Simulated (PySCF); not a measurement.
# A gas-phase reaction: AlCl2H + H3N → AlCl2H2N + H2

Aim: the reaction energy of `[Cl][AlH][Cl]` + `N` → `[NH2][Al]([Cl])[Cl]` + `[H][H]`.

Programs: PySCF 2.14.0. All values are calculated, for the isolated system unless a continuum is named. Atoms count from 0, parts from 1.

## 1. The system as given

Each species was relaxed by itself at PBE0-D3(BJ)/def2-SVPD.

## 2. Reaction energy: wB97M-D3(BJ)/def2-TZVPD

The job: settings as JSON, then the geometry in Å.

```
{"job": {"kind": "react", "xc": "wB97M-D3(BJ)", "basis": "def2-TZVPD"}, "charge": 0, "multiplicity": 1}
-1 AlCl2H charge 0 multiplicity 1
Cl    -0.647360     0.459660     1.863940
Al     0.102620     0.083670    -0.064270
Cl    -0.526580    -1.674430    -1.031300
H      1.092940     1.076110    -0.755660

-1 H3N charge 0 multiplicity 1
N      0.005690     0.006370     0.284450
H      0.937990    -0.131910    -0.094440
H     -0.576780    -0.744990    -0.073400
H     -0.350600     0.873190    -0.107420

+1 AlCl2H2N charge 0 multiplicity 1
N     -0.756580     0.594730    -0.424680
Al     0.496530    -0.411610     0.285540
Cl     0.297480    -1.122020     2.249710
Cl     2.206690    -0.917280    -0.819230
H     -1.597140     0.884560     0.057110
H     -0.720260     0.976100    -1.360620

+1 H2 charge 0 multiplicity 1
H      0.380100     0.008140     0.009520
H     -0.380100    -0.008140    -0.009520
```

Method: wB97M-D3(BJ)/def2-TZVPD reaction energy of separated species, gas phase.

On the command line:

```console
$ OMP_NUM_THREADS=1 python cluster_run.py task.json out
```

The driver reads the jobs from task.json and runs them one after another.

The log of the run:

```text
species 1 (AlCl2H)
coarse grid: 21456 points
cycle   1  E = -1163.6971712298  dE =  4.631e-02  |g| = 3.560e-01  |ddm| = 1.562e+00
cycle   2  E = -1163.7231577889  dE = -2.599e-02  |g| = 2.887e-01  |ddm| = 6.244e-01
cycle   3  E = -1163.7418305880  dE = -1.867e-02  |g| = 2.156e-02  |ddm| = 2.637e-01
cycle   4  E = -1163.7420362467  dE = -2.057e-04  |g| = 5.793e-03  |ddm| = 4.229e-02
cycle   5  E = -1163.7420647887  dE = -2.854e-05  |g| = 1.173e-03  |ddm| = 1.682e-02
cycle   6  E = -1163.7420656166  dE = -8.279e-07  |g| = 4.278e-04  |ddm| = 1.783e-03
final grid: 40760 points
cycle   7  E = -1163.7420962392  dE = -1.028e-07  |g| = 2.259e-04  |ddm| = 1.208e-03
cycle   8  E = -1163.7420962535  dE = -1.428e-08  |g| = 1.416e-04  |ddm| = 2.728e-04
cycle   9  E = -1163.7420962587  dE = -5.234e-09  |g| = 2.319e-05  |ddm| = 1.123e-04
cycle  10  E = -1163.7420962593  dE = -5.380e-10  |g| = 1.105e-05  |ddm| = 4.811e-05
converged SCF energy = -1163.7420962593

species 2 (H3N)
coarse grid: 12536 points
cycle   1  E = -56.5694019346  dE = -1.294e-01  |g| = 3.023e-01  |ddm| = 1.089e+00
cycle   2  E = -56.5779560440  dE = -8.554e-03  |g| = 2.716e-01  |ddm| = 2.676e-01
cycle   3  E = -56.5918776598  dE = -1.392e-02  |g| = 2.124e-02  |ddm| = 1.115e-01
cycle   4  E = -56.5919832639  dE = -1.056e-04  |g| = 5.194e-03  |ddm| = 1.728e-02
cycle   5  E = -56.5919944008  dE = -1.114e-05  |g| = 7.322e-04  |ddm| = 8.717e-03
cycle   6  E = -56.5919948159  dE = -4.151e-07  |g| = 1.111e-04  |ddm| = 3.176e-03
final grid: 27112 points
cycle   7  E = -56.5919839112  dE = -1.588e-08  |g| = 6.476e-05  |ddm| = 7.249e-04
cycle   8  E = -56.5919839132  dE = -2.046e-09  |g| = 5.270e-05  |ddm| = 2.391e-04
cycle   9  E = -56.5919839139  dE = -6.681e-10  |g| = 1.220e-05  |ddm| = 5.043e-05
converged SCF energy = -56.5919839139

species 3 (AlCl2H2N)
coarse grid: 29048 points
cycle   1  E = -1219.1296610604  dE =  1.987e-01  |g| = 4.665e-01  |ddm| = 2.011e+00
cycle   2  E = -1219.1558818919  dE = -2.622e-02  |g| = 4.155e-01  |ddm| = 7.712e-01
cycle   3  E = -1219.1897376329  dE = -3.386e-02  |g| = 4.239e-02  |ddm| = 3.288e-01
cycle   4  E = -1219.1902602597  dE = -5.226e-04  |g| = 2.633e-02  |ddm| = 5.991e-02
cycle   5  E = -1219.1904256704  dE = -1.654e-04  |g| = 4.400e-03  |ddm| = 2.043e-02
cycle   6  E = -1219.1904396541  dE = -1.398e-05  |g| = 9.407e-04  |ddm| = 1.016e-02
cycle   7  E = -1219.1904403038  dE = -6.496e-07  |g| = 3.902e-04  |ddm| = 1.866e-03
final grid: 57120 points
cycle   8  E = -1219.1903900716  dE = -1.082e-07  |g| = 2.291e-04  |ddm| = 2.114e-03
cycle   9  E = -1219.1903900841  dE = -1.258e-08  |g| = 1.649e-04  |ddm| = 4.113e-04
cycle  10  E = -1219.1903900903  dE = -6.208e-09  |g| = 2.663e-05  |ddm| = 1.475e-04
cycle  11  E = -1219.1903900909  dE = -5.750e-10  |g| = 1.928e-05  |ddm| = 5.597e-05
converged SCF energy = -1219.1903900909

species 4 (H2)
coarse grid: 4944 points
cycle   1  E = -1.1694181592  dE = -2.751e-01  |g| = 9.865e-03  |ddm| = 4.504e-01
cycle   2  E = -1.1694524051  dE = -3.425e-05  |g| = 1.161e-03  |ddm| = 9.676e-03
cycle   3  E = -1.1694530873  dE = -6.822e-07  |g| = 1.815e-04  |ddm| = 1.918e-03
final grid: 10744 points
cycle   4  E = -1.1694517771  dE = -2.405e-08  |g| = 4.113e-05  |ddm| = 3.869e-04
cycle   5  E = -1.1694517783  dE = -1.269e-09  |g| = 9.626e-06  |ddm| = 9.172e-05
cycle   6  E = -1.1694517784  dE = -7.524e-11  |g| = 3.020e-07  |ddm| = 2.871e-05
converged SCF energy = -1.1694517784

Reaction energy = -16.837 kcal/mol
```

Run time: 21 s. Hardware: 1 thread of Arm Neoverse V1, shared host; peak memory 0.63 GiB.

Species by species (with the dispersion term, which the log's SCF energies lack):

```tsv
ν	species	energy (Eh)	HOMO (eV)
-1	[Cl][AlH][Cl]	-1163.74522	-11.67
-1	N	-56.59358	-10.26
+1	[NH2][Al]([Cl])[Cl]	-1219.19596	-10.54
+1	[H][H]	-1.16967	-14.48
```

## 3. Energies of the species: PBE0-D3(BJ)/def2-TZVPD

Same as in step 2 but for these lines:

```diff
@@ -1,2 +1,2 @@
-{"job": {"kind": "react", "xc": "wB97M-D3(BJ)", "basis": "def2-TZVPD"}, "charge": 0, "multiplicity": 1}
+{"job": {"kind": "react", "xc": "PBE0", "basis": "def2-TZVPD", "disp": "d3bj"}, "charge": 0, "multiplicity": 1}
 -1 AlCl2H charge 0 multiplicity 1
```

Level: PBE0-D3(BJ)/def2-TZVPD reaction energy of separated species, gas phase.

The log of the run:

```text
species 1 (AlCl2H)
coarse grid: 5496 points
cycle   1  E = -1163.1497609001  dE =  6.441e-02  |g| = 3.291e-01  |ddm| = 1.667e+00
cycle   2  E = -1163.1416275716  dE =  8.133e-03  |g| = 3.985e-01  |ddm| = 7.331e-01
cycle   3  E = -1163.1817052022  dE = -4.008e-02  |g| = 3.351e-02  |ddm| = 3.851e-01
cycle   4  E = -1163.1818840721  dE = -1.789e-04  |g| = 1.266e-02  |ddm| = 2.632e-02
cycle   5  E = -1163.1819263019  dE = -4.223e-05  |g| = 2.042e-03  |ddm| = 1.123e-02
cycle   6  E = -1163.1819272782  dE = -9.763e-07  |g| = 5.272e-04  |ddm| = 1.775e-03
final grid: 40760 points
cycle   7  E = -1163.1832623455  dE = -1.141e-05  |g| = 3.567e-03  |ddm| = 1.168e-02
cycle   8  E = -1163.1832622909  dE =  5.463e-08  |g| = 3.058e-03  |ddm| = 4.793e-03
cycle   9  E = -1163.1832639787  dE = -1.688e-06  |g| = 4.042e-04  |ddm| = 2.759e-03
cycle  10  E = -1163.1832640260  dE = -4.730e-08  |g| = 6.555e-05  |ddm| = 3.844e-04
cycle  11  E = -1163.1832640271  dE = -1.067e-09  |g| = 1.043e-05  |ddm| = 5.635e-05
cycle  12  E = -1163.1832640271  dE = -3.070e-11  |g| = 2.705e-06  |ddm| = 8.768e-06
converged SCF energy = -1163.1832640271

species 2 (H3N)
coarse grid: 2928 points
cycle   1  E = -56.4893703107  dE = -9.636e-02  |g| = 3.707e-01  |ddm| = 1.101e+00
cycle   2  E = -56.4629494645  dE =  2.642e-02  |g| = 5.179e-01  |ddm| = 4.433e-01
cycle   3  E = -56.5200440254  dE = -5.709e-02  |g| = 1.576e-02  |ddm| = 2.487e-01
cycle   4  E = -56.5200925714  dE = -4.855e-05  |g| = 3.353e-03  |ddm| = 8.646e-03
cycle   5  E = -56.5200947418  dE = -2.170e-06  |g| = 3.224e-04  |ddm| = 2.234e-03
final grid: 27112 points
cycle   6  E = -56.5150239592  dE = -1.167e-05  |g| = 5.591e-03  |ddm| = 1.612e-02
cycle   7  E = -56.5150185463  dE =  5.413e-06  |g| = 7.650e-03  |ddm| = 5.948e-03
cycle   8  E = -56.5150302008  dE = -1.165e-05  |g| = 1.378e-04  |ddm| = 3.450e-03
cycle   9  E = -56.5150302050  dE = -4.199e-09  |g| = 3.223e-05  |ddm| = 9.803e-05
cycle  10  E = -56.5150302053  dE = -2.856e-10  |g| = 3.564e-06  |ddm| = 2.541e-05
converged SCF energy = -56.5150302053

species 3 (AlCl2H2N)
coarse grid: 7176 points
cycle   1  E = -1218.4918391527  dE =  2.074e-01  |g| = 5.293e-01  |ddm| = 2.129e+00
cycle   2  E = -1218.4371150734  dE =  5.472e-02  |g| = 7.384e-01  |ddm| = 9.846e-01
cycle   3  E = -1218.5553038081  dE = -1.182e-01  |g| = 8.123e-02  |ddm| = 5.450e-01
cycle   4  E = -1218.5567816758  dE = -1.478e-03  |g| = 3.279e-02  |ddm| = 8.912e-02
cycle   5  E = -1218.5569722034  dE = -1.905e-04  |g| = 5.554e-03  |ddm| = 2.481e-02
cycle   6  E = -1218.5569796780  dE = -7.475e-06  |g| = 2.199e-03  |ddm| = 6.761e-03
final grid: 57120 points
cycle   7  E = -1218.5549236364  dE = -1.966e-05  |g| = 6.310e-03  |ddm| = 2.549e-02
cycle   8  E = -1218.5549179429  dE =  5.694e-06  |g| = 7.900e-03  |ddm| = 9.653e-03
cycle   9  E = -1218.5549308673  dE = -1.292e-05  |g| = 8.728e-04  |ddm| = 5.850e-03
cycle  10  E = -1218.5549310113  dE = -1.440e-07  |g| = 2.044e-04  |ddm| = 6.544e-04
cycle  11  E = -1218.5549310215  dE = -1.020e-08  |g| = 4.734e-05  |ddm| = 1.966e-04
cycle  12  E = -1218.5549310221  dE = -5.896e-10  |g| = 9.122e-06  |ddm| = 4.074e-05
converged SCF energy = -1218.5549310221

species 4 (H2)
coarse grid: 1240 points
cycle   1  E = -1.1670618330  dE = -2.327e-01  |g| = 2.266e-02  |ddm| = 4.588e-01
cycle   2  E = -1.1672492570  dE = -1.874e-04  |g| = 3.232e-03  |ddm| = 1.896e-02
cycle   3  E = -1.1672537126  dE = -4.456e-06  |g| = 9.770e-05  |ddm| = 2.761e-03
final grid: 10744 points
cycle   4  E = -1.1681369487  dE = -1.927e-06  |g| = 2.738e-04  |ddm| = 1.569e-03
cycle   5  E = -1.1681369769  dE = -2.825e-08  |g| = 3.987e-05  |ddm| = 2.445e-04
cycle   6  E = -1.1681369776  dE = -6.311e-10  |g| = 1.260e-06  |ddm| = 3.102e-05
converged SCF energy = -1.1681369776

Reaction energy = -16.288 kcal/mol
```

Wall time 12 s (1 thread of Arm Neoverse V1, shared host); peak memory 0.59 GiB.

Reaction energy at this level: -16.29 kcal/mol.

## 4. Energies of the species: MP2/def2-TZVPD

Same as in step 3 but for these lines:

```diff
@@ -1,2 +1,2 @@
-{"job": {"kind": "react", "xc": "PBE0", "basis": "def2-TZVPD", "disp": "d3bj"}, "charge": 0, "multiplicity": 1}
+{"job": {"kind": "react", "xc": "MP2", "basis": "def2-TZVPD"}, "charge": 0, "multiplicity": 1}
 -1 AlCl2H charge 0 multiplicity 1
```

With the program's defaults for keys left out, this is: MP2/def2-TZVPD reaction energy of separated species, gas phase.

The log of the run:

```text
species 1 (AlCl2H)
final grid: 40760 points
cycle   1  E = -1161.6336876130  dE =  2.253e-02  |g| = 3.421e-01  |ddm| = 1.536e+00
cycle   2  E = -1161.6733393540  dE = -3.965e-02  |g| = 1.638e-01  |ddm| = 4.868e-01
cycle   3  E = -1161.6799150287  dE = -6.576e-03  |g| = 2.694e-02  |ddm| = 1.743e-01
cycle   4  E = -1161.6803247087  dE = -4.097e-04  |g| = 6.321e-03  |ddm| = 6.070e-02
cycle   5  E = -1161.6803491349  dE = -2.443e-05  |g| = 1.128e-03  |ddm| = 1.433e-02
cycle   6  E = -1161.6803500932  dE = -9.583e-07  |g| = 3.831e-04  |ddm| = 1.623e-03
cycle   7  E = -1161.6803501984  dE = -1.053e-07  |g| = 1.234e-04  |ddm| = 5.287e-04
cycle   8  E = -1161.6803502108  dE = -1.233e-08  |g| = 2.244e-05  |ddm| = 2.220e-04
cycle   9  E = -1161.6803502112  dE = -4.009e-10  |g| = 2.754e-06  |ddm| = 4.404e-05
converged SCF energy = -1161.6803502112

species 2 (H3N)
final grid: 27112 points
cycle   1  E = -56.2058939791  dE = -1.621e-01  |g| = 2.298e-01  |ddm| = 1.073e+00
cycle   2  E = -56.2178840186  dE = -1.199e-02  |g| = 7.796e-02  |ddm| = 1.404e-01
cycle   3  E = -56.2190892752  dE = -1.205e-03  |g| = 2.444e-02  |ddm| = 4.020e-02
cycle   4  E = -56.2192485986  dE = -1.593e-04  |g| = 5.225e-03  |ddm| = 1.749e-02
cycle   5  E = -56.2192627288  dE = -1.413e-05  |g| = 1.112e-03  |ddm| = 7.204e-03
cycle   6  E = -56.2192639481  dE = -1.219e-06  |g| = 2.934e-04  |ddm| = 3.286e-03
cycle   7  E = -56.2192640428  dE = -9.467e-08  |g| = 4.961e-05  |ddm| = 9.839e-04
cycle   8  E = -56.2192640449  dE = -2.082e-09  |g| = 4.563e-06  |ddm| = 1.082e-04
cycle   9  E = -56.2192640449  dE = -1.360e-11  |g| = 5.841e-07  |ddm| = 2.273e-05
converged SCF energy = -56.2192640449

species 3 (AlCl2H2N)
final grid: 57120 points
cycle   1  E = -1216.7418361524  dE =  1.847e-01  |g| = 3.844e-01  |ddm| = 1.970e+00
cycle   2  E = -1216.7831060527  dE = -4.127e-02  |g| = 1.685e-01  |ddm| = 5.421e-01
cycle   3  E = -1216.7896346858  dE = -6.529e-03  |g| = 3.570e-02  |ddm| = 1.832e-01
cycle   4  E = -1216.7901777392  dE = -5.431e-04  |g| = 9.689e-03  |ddm| = 5.397e-02
cycle   5  E = -1216.7902150923  dE = -3.735e-05  |g| = 3.717e-03  |ddm| = 1.275e-02
cycle   6  E = -1216.7902214511  dE = -6.359e-06  |g| = 1.111e-03  |ddm| = 4.733e-03
cycle   7  E = -1216.7902222380  dE = -7.868e-07  |g| = 2.690e-04  |ddm| = 1.821e-03
cycle   8  E = -1216.7902222983  dE = -6.038e-08  |g| = 6.710e-05  |ddm| = 5.497e-04
cycle   9  E = -1216.7902223013  dE = -2.909e-09  |g| = 1.946e-05  |ddm| = 1.178e-04
cycle  10  E = -1216.7902223016  dE = -2.949e-10  |g| = 4.130e-06  |ddm| = 4.748e-05
converged SCF energy = -1216.7902223016

species 4 (H2)
final grid: 10744 points
cycle   1  E = -1.1312977522  dE = -3.213e-01  |g| = 4.426e-02  |ddm| = 4.479e-01
cycle   2  E = -1.1322325351  dE = -9.348e-04  |g| = 7.183e-03  |ddm| = 3.751e-02
cycle   3  E = -1.1322672353  dE = -3.470e-05  |g| = 8.111e-04  |ddm| = 1.078e-02
cycle   4  E = -1.1322676503  dE = -4.150e-07  |g| = 2.771e-05  |ddm| = 1.627e-03
cycle   5  E = -1.1322676508  dE = -4.855e-10  |g| = 2.610e-06  |ddm| = 6.834e-05
converged SCF energy = -1.1322676508

Reaction energy = -20.571 kcal/mol
```

It took 4.6 s on 1 thread of Arm Neoverse V1, shared host; peak memory 0.43 GiB.

Reaction energy at this level: -20.57 kcal/mol.

## 5. Side by side

Energies in kcal/mol, with wall time:

```tsv
run	reaction	time
wB97M-D3(BJ)/def2-TZVPD	-16.84	21 s
PBE0-D3(BJ)/def2-TZVPD	-16.29	12 s
MP2/def2-TZVPD	-20.57	4.6 s
```

## 6. What came out

```
                                                quantity                      value
               reaction energy (wB97M-D3(BJ)/def2-TZVPD)            -16.84 kcal/mol
                     ΔH, ΔG at 298 K (xTB thermal terms)      -20.6, -18.9 kcal/mol
range of the reaction energy over the runs of this table  -20.57 to -16.29 kcal/mol
```

The reaction is exothermic by 20.6 kcal/mol in the gas phase; dispersion gives -0.67, and xTB itself gave -1.27 for the electronic energy (xTB energies and thermal terms come from the earlier relaxation of each species, not shown). No barrier was sought. xTB and this level differ widely in the electronic energy, so what comes from xTB (the thermal terms above all) is less safe here. The reaction energy runs from -20.57 (MP2/def2-TZVPD) to -16.29 kcal/mol (PBE0-D3(BJ)/def2-TZVPD).
